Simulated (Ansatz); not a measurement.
**AlF2H4Si with multiplicity 2: two geometries relaxed**

Are the two ends of the reaction (atom abstraction by a radical) separate minima, and which lies lower? Each is relaxed from a guess. Meant to form: H2–Si5; to break: Al1–H2. The start is a guess near the saddle point, from which both ends are pulled out.

Program: Ansatz 0.2.0. Level of theory: UKS PBE-D4/cc-pVDZ. These are calculated values, not measurements.

### Step 1. The starting structure

Bond lengths: Al1–H2 1.810 Å, Al1–F3 1.690 Å, Al1–F4 1.690 Å, Si5–H6 1.460 Å, Si5–H7 1.460 Å, Si5–H8 1.460 Å. Angles: H2–Al1–F3 120.0°, H2–Al1–F4 120.0°, F3–Al1–F4 120.0°, H6–Si5–H7 109.4°, H6–Si5–H8 109.4°, H7–Si5–H8 109.4°.

Coordinates:

```xyz
8

Al    0.0000    0.0000    0.0000
H     0.0000    0.0000    1.8100
F     1.4635    0.0000   -0.8450
F    -1.4635    0.0000   -0.8450
Si    0.0000    0.0000    3.5700
H    -0.7436   -1.1581    4.0574
H     1.3747   -0.0649    4.0574
H    -0.6311    1.2230    4.0574
```

### Step 2. A restrained relaxation towards end A

Springs on the bonds that form and break draw the guess towards this end; the thresholds are loose.

The input, input.yaml:

```yaml
crystal:
  periodic: [false, false, false]
  atoms:
    - { symbol: Al, position_ang: [0.0, 0.0, 0.0] }
    - { symbol: H, position_ang: [0.0, 0.0, 1.81] }
    - { symbol: F, position_ang: [1.4635, 0.0, -0.845] }
    - { symbol: F, position_ang: [-1.4635, 0.0, -0.845] }
    - { symbol: Si, position_ang: [0.0, 0.0, 3.57] }
    - { symbol: H, position_ang: [-0.7436, -1.1581, 4.0574] }
    - { symbol: H, position_ang: [1.3747, -0.0649, 4.0574] }
    - { symbol: H, position_ang: [-0.6311, 1.223, 4.0574] }
magnetization:
  spin_polarized: true
  initial_magnetization: 1
basis:
  gaussian: { orbitals: cc-pVDZ }
hamiltonian:
  xc: pbe
  dispersion: d4
relax:
  f_tol: 0.15
  max_steps: 25
  restrain:
    - { distance: [1, 4], at: 2.66, k: 30.0 }
    - { distance: [0, 1], at: 1.56, k: 30.0 }
output:
  orbitals: {}
```

The run is started by

```bash
ansatz run input.yaml --threads 2 --pin off --max-ram 3072MiB --backend cpu --events-out ev --progress --plain --runs-dir out
```

Output, cut to the lines that bear on the results:

```text
Warning: RAYON_NUM_THREADS=2 ignored (pool sized by the plan → 2); use --threads N
[...]
Functional definition: PBE
[...]
995 factors; their error is unknown
[...]
mean field -19961.86146303 eV, -733.5848781309 hartree, gradient 6.0e-5 eV, S^2 0.753214; 0 other end points of the search recorded, 0 dependent functions left out
[...]
reference -19961.86151351 eV, -733.5848799856 hartree; 25, 24 occupied and 59, 60 virtual orbitals, 995 factors
relax step   1: F+E_penalty+E_count = -19961.98447259 eV  Δ(F+E_penalty+E_count) = +0.000e0 eV  max|allowed force component| = 8.914e-1 eV/Å  E_restraint = 13.08750000 eV  max|allowed force component, restraints' pulls added| = 3.370e1 eV/Å  Δτ_max = 0.0000 Å  (27 SCF iters, accepted)
[...]
relax step   5: F+E_penalty+E_count = -19961.84389561 eV  Δ(F+E_penalty+E_count) = -9.317e-2 eV  max|allowed force component| = 4.069e-1 eV/Å  E_restraint = 0.00737366 eV  max|allowed force component, restraints' pulls added| = 6.175e-1 eV/Å  Δτ_max = 0.2000 Å  (30 SCF iters, accepted)
[...]
relax step   6: F+E_penalty+E_count = -19961.84952409 eV  Δ(F+E_penalty+E_count) = -5.628e-3 eV  max|allowed force component| = 3.948e-1 eV/Å  E_restraint = 0.00236564 eV  max|allowed force component, restraints' pulls added| = 1.413e-1 eV/Å  Δτ_max = 0.0591 Å  (26 SCF iters, accepted)
  distance H 1 - Si 4 = 2.6605 Å
  distance Al 0 - H 1 = 1.5725 Å
995 factors; their error is unknown
[...]
mean field -19961.74002539 eV, -733.5804153796 hartree, gradient 4.4e-5 eV, S^2 0.752740; 1 other end points of the search recorded, 0 dependent functions left out
[...]
reference -19961.74007826 eV, -733.5804173228 hartree; 25, 24 occupied and 59, 60 virtual orbitals, 995 factors
Total energy: -19961.84957696 eV, -733.5844413257 hartree
Atom 0 at    -0.000390     0.000399    -0.276991 Å, force    -0.000410    -0.001109    -0.235184 eV/Å
Atom 1 at     0.000214     0.000312     1.295557 Å, force     0.000499     0.000457     0.394820 eV/Å
Atom 2 at     1.467362    -0.000062    -1.127142 Å, force     0.017684     0.000382    -0.085936 eV/Å
Atom 3 at    -1.468779    -0.000094    -1.126038 Å, force    -0.018098     0.000372    -0.085888 eV/Å
Atom 4 at     0.001654    -0.000355     3.956059 Å, force    -0.001554     0.000154    -0.087656 eV/Å
Atom 5 at    -0.784269    -1.221145     4.378578 Å, force     0.043685     0.068770     0.032782 eV/Å
Atom 6 at     1.449849    -0.068531     4.384564 Å, force    -0.078993     0.003778     0.034527 eV/Å
Atom 7 at    -0.665641     1.289476     4.377612 Å, force     0.037187    -0.072805     0.032534 eV/Å
Dipole moment:     0.000593     0.000327     0.318998 e Å
```

Run time: 12 s. Hardware: 2 threads of Arm Neoverse V2, shared host; peak memory 0.14 GiB.

Step by step:

```tsv
step	energy from step 1 (eV)	largest force component (eV/Å)
1	0.0000	0.8914
2	0.2537	1.2138
3	0.3957	1.4742
4	0.2337	0.5819
5	0.1406	0.4069
6	0.1349	0.3948
```

Step 1 is the start. Energies and forces in the table leave out the springs, which the log lists apart; the run stops on the force with the springs' pull added.

After: Bond lengths: Al1–H2 1.573 Å, Al1–F3 1.696 Å, Al1–F4 1.696 Å, Si5–H6 1.512 Å, Si5–H7 1.512 Å, Si5–H8 1.512 Å. Angles: H2–Al1–F3 120.1°, H2–Al1–F4 120.1°, F3–Al1–F4 119.9°, H6–Si5–H7 112.5°, H6–Si5–H8 112.4°, H7–Si5–H8 112.5°.

### Step 3. Relaxing end A

It starts where the restrained run ended.

The input, input.yaml:

```yaml
crystal:
  periodic: [false, false, false]
  atoms:
    - { symbol: Al, position_ang: [-0.00039, 0.000399, -0.276991] }
    - { symbol: H, position_ang: [0.000214, 0.000312, 1.295557] }
    - { symbol: F, position_ang: [1.467362, -6.2e-05, -1.127142] }
    - { symbol: F, position_ang: [-1.468779, -9.4e-05, -1.126038] }
    - { symbol: Si, position_ang: [0.001654, -0.000355, 3.956059] }
    - { symbol: H, position_ang: [-0.784269, -1.221145, 4.378578] }
    - { symbol: H, position_ang: [1.449849, -0.068531, 4.384564] }
    - { symbol: H, position_ang: [-0.665641, 1.289476, 4.377612] }
magnetization:
  spin_polarized: true
  initial_magnetization: 1
basis:
  gaussian: { orbitals: cc-pVDZ }
hamiltonian:
  xc: pbe
  dispersion: d4
relax:
  f_tol: 0.03
  max_steps: 50
```

The run is started by

```bash
ansatz run input.yaml --threads 2 --pin off --max-ram 3072MiB --backend cpu --events-out ev --progress --plain --runs-dir out
```

Output, cut to the lines that bear on the results:

```text
Warning: RAYON_NUM_THREADS=2 ignored (pool sized by the plan → 2); use --threads N
[...]
[... 1 set-up line as earlier in the session ...]
[...]
995 factors; their error is unknown
[...]
mean field -19961.74002532 eV, -733.5804153772 hartree, gradient 2.4e-5 eV, S^2 0.752740; 0 other end points of the search recorded, 0 dependent functions left out
[...]
reference -19961.74007820 eV, -733.5804173203 hartree; 25, 24 occupied and 59, 60 virtual orbitals, 995 factors
relax step   1: F+E_penalty+E_count = -19961.84952401 eV  Δ(F+E_penalty+E_count) = +0.000e0 eV  max|allowed force component| = 3.948e-1 eV/Å  Δτ_max = 0.0000 Å  (28 SCF iters, accepted)
[...]
relax step   5: F+E_penalty+E_count = -19961.86210411 eV  Δ(F+E_penalty+E_count) = -8.067e-4 eV  max|allowed force component| = 4.088e-2 eV/Å  Δτ_max = 0.0635 Å  (26 SCF iters, accepted)
[...]
relax step   9: F+E_penalty+E_count = -19962.01837618 eV  Δ(F+E_penalty+E_count) = -4.620e-2 eV  max|allowed force component| = 1.233e0 eV/Å  Δτ_max = 0.1945 Å  (32 SCF iters, accepted)
[...]
relax step  13: F+E_penalty+E_count = -19962.39262209 eV  Δ(F+E_penalty+E_count) = -6.194e-2 eV  max|allowed force component| = 3.827e-1 eV/Å  Δτ_max = 0.1751 Å  (30 SCF iters, accepted)
[...]
relax step  17: F+E_penalty+E_count = -19962.43964055 eV  Δ(F+E_penalty+E_count) = -3.639e-3 eV  max|allowed force component| = 3.530e-1 eV/Å  Δτ_max = 0.1951 Å  (30 SCF iters, accepted)
[...]
relax step  18: F+E_penalty+E_count = -19962.43989680 eV  Δ(F+E_penalty+E_count) = -2.563e-4 eV  max|allowed force component| = 6.374e-1 eV/Å  Δτ_max = 0.1438 Å  (30 SCF iters, accepted)
[...]
995 factors; their error is unknown
[...]
```

### Step 4. The output, continued: end point A relaxed

The log, continued, cut to the lines that bear on the results:

```text
mean field -19962.32763718 eV, -733.6020097145 hartree, gradient 2.5e-5 eV, S^2 0.751373; 0 other end points of the search recorded, 0 dependent functions left out
[...]
reference -19962.32768259 eV, -733.6020113834 hartree; 25, 24 occupied and 59, 60 virtual orbitals, 995 factors
relax step  19: F+E_penalty+E_count = -19962.46107628 eV  Δ(F+E_penalty+E_count) = -2.118e-2 eV  max|allowed force component| = 4.821e-1 eV/Å  Δτ_max = 0.0981 Å  (28 SCF iters, accepted)
[...]
relax step  22: F+E_penalty+E_count = -19962.51028509 eV  Δ(F+E_penalty+E_count) = -8.756e-3 eV  max|allowed force component| = 3.169e-1 eV/Å  Δτ_max = 0.1992 Å  (31 SCF iters, accepted)
[...]
relax step  25: F+E_penalty+E_count = -19962.51589110 eV  Δ(F+E_penalty+E_count) = +2.692e-3 eV  max|allowed force component| = 2.873e-1 eV/Å  Δτ_max = 0.0912 Å  (27 SCF iters, rejected (line search))
[...]
reference -19962.37628450 eV, -733.6037974708 hartree; 25, 24 occupied and 59, 60 virtual orbitals, 995 factors
Total energy: -19962.52361473 eV, -733.6092117567 hartree
Atom 0 at     0.080335    -0.362544    -0.018461 Å, force     0.003132     0.003854     0.014440 eV/Å
Atom 1 at    -0.171347    -0.993111     1.925587 Å, force    -0.005997    -0.006571     0.005984 eV/Å
Atom 2 at     1.278994     0.766361     0.490221 Å, force     0.000906     0.004041    -0.012186 eV/Å
Atom 3 at    -1.503813     0.234439    -0.277012 Å, force     0.000780     0.000271    -0.002649 eV/Å
Atom 4 at     0.042543    -0.087996     3.167097 Å, force     0.007388     0.002429    -0.009094 eV/Å
Atom 5 at    -0.761222    -0.733774     4.265214 Å, force    -0.000960    -0.000601    -0.000916 eV/Å
Atom 6 at     1.511026    -0.102490     3.471425 Å, force    -0.004465    -0.001601     0.001743 eV/Å
Atom 7 at    -0.476515     1.279115     2.838128 Å, force    -0.000784    -0.001823     0.002678 eV/Å
Dipole moment:     0.094160    -0.314059     0.370564 e Å
```

Run time: 56 s. Hardware: 2 threads of Arm Neoverse V2, shared host; peak memory 0.14 GiB.

Step by step, one in 2:

```tsv
step	energy from step 1 (eV)	largest force component (eV/Å)
1	0.0000	0.3948
3x	-0.0008	0.2963
5	-0.0126	0.0409
7	-0.0721	0.7554
9	-0.1689	1.2331
11	-0.4281	1.0148
13	-0.5431	0.3827
15	-0.5551	0.1785
17	-0.5901	0.3530
19	-0.6116	0.4821
21	-0.6520	0.3072
23	-0.6635	0.2864
25x	-0.6664	0.2873
27	-0.6729	0.0596
29	-0.6738	0.0550
31	-0.6740	0.0144
```

Step 1 is the start. 2 steps were tried and not accepted (marked x).

After: Bond lengths: Al1–F3 1.723 Å, Al1–F4 1.713 Å, H2–Si5 1.551 Å, Si5–H6 1.506 Å, Si5–H7 1.500 Å, Si5–H8 1.499 Å. Angles: F3–Al1–F4 117.4°, H2–Si5–H6 105.1°, H2–Si5–H7 107.0°, H2–Si5–H8 108.0°, H6–Si5–H7 111.7°, H6–Si5–H8 111.5°, H7–Si5–H8 113.1°.

Pairs that crossed the distance rule for bonds on the way: came closer H2–Si5; moved apart Al1–H2.

### Step 5. Pulling towards end B

Springs on the bonds that form and break draw the guess towards this end; the thresholds are loose.

The input, input.yaml:

```yaml
crystal:
  periodic: [false, false, false]
  atoms:
    - { symbol: Al, position_ang: [0.0, 0.0, 0.0] }
    - { symbol: H, position_ang: [0.0, 0.0, 1.81] }
    - { symbol: F, position_ang: [1.4635, 0.0, -0.845] }
    - { symbol: F, position_ang: [-1.4635, 0.0, -0.845] }
    - { symbol: Si, position_ang: [0.0, 0.0, 3.57] }
    - { symbol: H, position_ang: [-0.7436, -1.1581, 4.0574] }
    - { symbol: H, position_ang: [1.3747, -0.0649, 4.0574] }
    - { symbol: H, position_ang: [-0.6311, 1.223, 4.0574] }
magnetization:
  spin_polarized: true
  initial_magnetization: 1
basis:
  gaussian: { orbitals: cc-pVDZ }
hamiltonian:
  xc: pbe
  dispersion: d4
relax:
  f_tol: 0.15
  max_steps: 25
  restrain:
    - { distance: [1, 4], at: 1.46, k: 30.0 }
    - { distance: [0, 1], at: 2.76, k: 30.0 }
```

The run is started by

```bash
ansatz run input.yaml --threads 2 --pin off --max-ram 3072MiB --backend cpu --events-out ev --progress --plain --runs-dir out
```

Output, cut to the lines that bear on the results:

```text
Warning: RAYON_NUM_THREADS=2 ignored (pool sized by the plan → 2); use --threads N
[...]
[... 1 set-up line as earlier in the session ...]
[...]
995 factors; their error is unknown
[...]
mean field -19961.86146303 eV, -733.5848781309 hartree, gradient 6.0e-5 eV, S^2 0.753214; 0 other end points of the search recorded, 0 dependent functions left out
[...]
reference -19961.86151351 eV, -733.5848799856 hartree; 25, 24 occupied and 59, 60 virtual orbitals, 995 factors
relax step   1: F+E_penalty+E_count = -19961.98447259 eV  Δ(F+E_penalty+E_count) = +0.000e0 eV  max|allowed force component| = 8.914e-1 eV/Å  E_restraint = 14.88750000 eV  max|allowed force component, restraints' pulls added| = 3.830e1 eV/Å  Δτ_max = 0.0000 Å  (27 SCF iters, accepted)
[...]
reference -19962.21155054 eV, -733.5977436094 hartree; 25, 24 occupied and 59, 60 virtual orbitals, 995 factors
Total energy: -19962.32590048 eV, -733.6019458922 hartree
Atom 0 at     0.002160    -0.566116    -0.544044 Å, force    -0.001265     0.029145     0.119804 eV/Å
Atom 1 at    -0.001106     0.025323     2.148720 Å, force     0.001256    -0.021320    -0.755973 eV/Å
Atom 2 at     1.479975     0.234916    -0.852007 Å, force    -0.014660    -0.001225     0.009868 eV/Å
Atom 3 at    -1.480456     0.227373    -0.848888 Å, force     0.015769    -0.002658     0.011085 eV/Å
Atom 4 at    -0.000180     0.022781     3.629033 Å, force     0.002851    -0.005358     0.623836 eV/Å
Atom 5 at    -0.772025    -1.179918     4.103476 Å, force     0.000062     0.002872    -0.000671 eV/Å
Atom 6 at     1.424528    -0.052533     4.109258 Å, force    -0.002967    -0.000602    -0.003990 eV/Å
Atom 7 at    -0.652897     1.288175     4.116652 Å, force    -0.001046    -0.000854    -0.003959 eV/Å
Dipole moment:     0.001021    -0.312436     0.323992 e Å
```

It took 18 s on 2 threads of Arm Neoverse V2, shared host; peak memory 0.14 GiB.

Step by step:

```tsv
step	energy from step 1 (eV)	largest force component (eV/Å)
1	0.0000	0.8914
2	-0.0884	1.3956
3	0.0912	2.2313
4	-0.1518	1.1445
5	-0.2457	0.6419
6	-0.2953	0.7929
7	-0.3287	0.7356
8x	-0.3185	0.8454
9	-0.3366	0.7113
10	-0.3414	0.7560
```

Step 1 is the start. 1 step was tried and not accepted (marked x). Energies and forces in the table leave out the springs, which the log lists apart; the run stops on the force with the springs' pull added.

After: Bond lengths: Al1–F3 1.709 Å, Al1–F4 1.709 Å, H2–Si5 1.480 Å, Si5–H6 1.506 Å, Si5–H7 1.505 Å, Si5–H8 1.505 Å. Angles: F3–Al1–F4 120.0°, H2–Si5–H6 108.4°, H2–Si5–H7 108.6°, H2–Si5–H8 108.8°, H6–Si5–H7 110.2°, H6–Si5–H8 110.3°, H7–Si5–H8 110.4°.

Pairs that crossed the distance rule for bonds on the way: came closer H2–Si5; moved apart Al1–H2.

### Step 6. Relaxing end B

It starts where the restrained run ended.

The input, input.yaml:

```yaml
crystal:
  periodic: [false, false, false]
  atoms:
    - { symbol: Al, position_ang: [0.00216, -0.566116, -0.544044] }
    - { symbol: H, position_ang: [-0.001106, 0.025323, 2.14872] }
    - { symbol: F, position_ang: [1.479975, 0.234916, -0.852007] }
    - { symbol: F, position_ang: [-1.480456, 0.227373, -0.848888] }
    - { symbol: Si, position_ang: [-0.00018, 0.022781, 3.629033] }
    - { symbol: H, position_ang: [-0.772025, -1.179918, 4.103476] }
    - { symbol: H, position_ang: [1.424528, -0.052533, 4.109258] }
    - { symbol: H, position_ang: [-0.652897, 1.288175, 4.116652] }
magnetization:
  spin_polarized: true
  initial_magnetization: 1
basis:
  gaussian: { orbitals: cc-pVDZ }
hamiltonian:
  xc: pbe
  dispersion: d4
relax:
  f_tol: 0.03
  max_steps: 50
```

The run is started by

```bash
ansatz run input.yaml --threads 2 --pin off --max-ram 3072MiB --backend cpu --events-out ev --progress --plain --runs-dir out
```

Output, cut to the lines that bear on the results:

```text
Warning: RAYON_NUM_THREADS=2 ignored (pool sized by the plan → 2); use --threads N
[...]
[... 1 set-up line as earlier in the session ...]
[...]
995 factors; their error is unknown
[...]
mean field -19962.21150232 eV, -733.5977418372 hartree, gradient 2.9e-5 eV, S^2 0.751402; 0 other end points of the search recorded, 0 dependent functions left out
[...]
reference -19962.21155229 eV, -733.5977436738 hartree; 25, 24 occupied and 59, 60 virtual orbitals, 995 factors
relax step   1: F+E_penalty+E_count = -19962.32585226 eV  Δ(F+E_penalty+E_count) = +0.000e0 eV  max|allowed force component| = 7.560e-1 eV/Å  Δτ_max = 0.0000 Å  (27 SCF iters, accepted)
[...]
relax step   4: F+E_penalty+E_count = -19962.41146611 eV  Δ(F+E_penalty+E_count) = -3.797e-3 eV  max|allowed force component| = 3.267e-1 eV/Å  Δτ_max = 0.1950 Å  (27 SCF iters, accepted)
[...]
relax step   7: F+E_penalty+E_count = -19962.42728443 eV  Δ(F+E_penalty+E_count) = -5.444e-3 eV  max|allowed force component| = 1.364e-1 eV/Å  Δτ_max = 0.0821 Å  (27 SCF iters, accepted)
[...]
relax step  10: F+E_penalty+E_count = -19962.45592583 eV  Δ(F+E_penalty+E_count) = -1.489e-2 eV  max|allowed force component| = 3.179e-1 eV/Å  Δτ_max = 0.1837 Å  (28 SCF iters, accepted)
[...]
relax step  13: F+E_penalty+E_count = -19962.50603233 eV  Δ(F+E_penalty+E_count) = -1.775e-2 eV  max|allowed force component| = 2.438e-1 eV/Å  Δτ_max = 0.1915 Å  (30 SCF iters, accepted)
[...]
relax step  14: F+E_penalty+E_count = -19962.50521364 eV  Δ(F+E_penalty+E_count) = +8.187e-4 eV  max|allowed force component| = 2.215e-1 eV/Å  Δτ_max = 0.1573 Å  (28 SCF iters, rejected (line search))
[...]
995 factors; their error is unknown
```

### Step 7. The output, continued: end point B relaxed

The log, continued, cut to the lines that bear on the results:

```text
mean field -19962.36781971 eV, -733.6034863953 hartree, gradient 5.3e-5 eV, S^2 0.751238; 0 other end points of the search recorded, 0 dependent functions left out
[...]
reference -19962.36786416 eV, -733.6034880288 hartree; 25, 24 occupied and 59, 60 virtual orbitals, 995 factors
relax step  15: F+E_penalty+E_count = -19962.51381958 eV  Δ(F+E_penalty+E_count) = -7.787e-3 eV  max|allowed force component| = 1.560e-1 eV/Å  Δτ_max = 0.0772 Å  (27 SCF iters, accepted)
[...]
relax step  17: F+E_penalty+E_count = -19962.51832158 eV  Δ(F+E_penalty+E_count) = -1.162e-3 eV  max|allowed force component| = 6.610e-2 eV/Å  Δτ_max = 0.0807 Å  (26 SCF iters, accepted)
[...]
relax step  19: F+E_penalty+E_count = -19962.52064607 eV  Δ(F+E_penalty+E_count) = -1.159e-3 eV  max|allowed force component| = 1.831e-1 eV/Å  Δτ_max = 0.0971 Å  (26 SCF iters, accepted)
[...]
reference -19962.37622894 eV, -733.6037954290 hartree; 25, 24 occupied and 59, 60 virtual orbitals, 995 factors
Total energy: -19962.52365983 eV, -733.6092134142 hartree
Atom 0 at     0.088685    -0.342265    -0.017250 Å, force     0.006919     0.003043     0.005215 eV/Å
Atom 1 at    -0.144645    -1.000317     1.916324 Å, force    -0.000062    -0.005784     0.002552 eV/Å
Atom 2 at     1.281666     0.794138     0.487822 Å, force    -0.004790    -0.000677    -0.006149 eV/Å
Atom 3 at    -1.503065     0.241939    -0.258313 Å, force     0.000066     0.001193    -0.001492 eV/Å
Atom 4 at     0.039958    -0.098633     3.165183 Å, force    -0.006503    -0.001083    -0.009971 eV/Å
Atom 5 at    -0.769091    -0.764565     4.247546 Å, force     0.005998     0.004982    -0.000326 eV/Å
Atom 6 at     1.504763    -0.090919     3.486881 Å, force    -0.004650    -0.000604     0.002702 eV/Å
Atom 7 at    -0.498273     1.260623     2.834006 Å, force     0.003022    -0.001069     0.007470 eV/Å
Dipole moment:     0.094926    -0.316674     0.373830 e Å
```

It took 43 s on 2 threads of Arm Neoverse V2, shared host; peak memory 0.15 GiB.

Relaxation path:

```tsv
step	energy from step 1 (eV)	largest force component (eV/Å)
1	0.0000	0.7560
2	-0.0407	0.4176
3	-0.0818	0.3502
4	-0.0856	0.3266
5	-0.0952	0.3093
6	-0.0960	0.1386
7	-0.1014	0.1364
8	-0.1052	0.1298
9	-0.1152	0.2668
10	-0.1301	0.3179
11	-0.1435	0.3048
12	-0.1624	0.2591
13	-0.1802	0.2438
14x	-0.1794	0.2215
15	-0.1880	0.1560
16	-0.1913	0.0952
17	-0.1925	0.0661
18	-0.1936	0.0871
19	-0.1948	0.1831
20	-0.1961	0.1343
21x	-0.1960	0.0515
22	-0.1975	0.0302
23	-0.1978	0.0100
```

Step 1 is the start. 2 steps were tried and not accepted (marked x).

After: Bond lengths: Al1–F3 1.723 Å, Al1–F4 1.713 Å, H2–Si5 1.551 Å, Si5–H6 1.506 Å, Si5–H7 1.500 Å, Si5–H8 1.499 Å. Angles: F3–Al1–F4 117.4°, H2–Si5–H6 104.9°, H2–Si5–H7 107.0°, H2–Si5–H8 107.8°, H6–Si5–H7 111.9°, H6–Si5–H8 111.5°, H7–Si5–H8 113.2°.

### Step 8. Outcome

| quantity | value |
| --- | --- |
| end A | 28 moves, 0.674 eV lower |
| end B | 20 moves, 0.198 eV lower |
| largest difference between the ends | 0.02 Å |
| end B relative to end A | -0.000 eV |

In words: The two relaxations end at one structure, within 0.02 Å: no second minimum was found from this start, which doesn't rule one out.
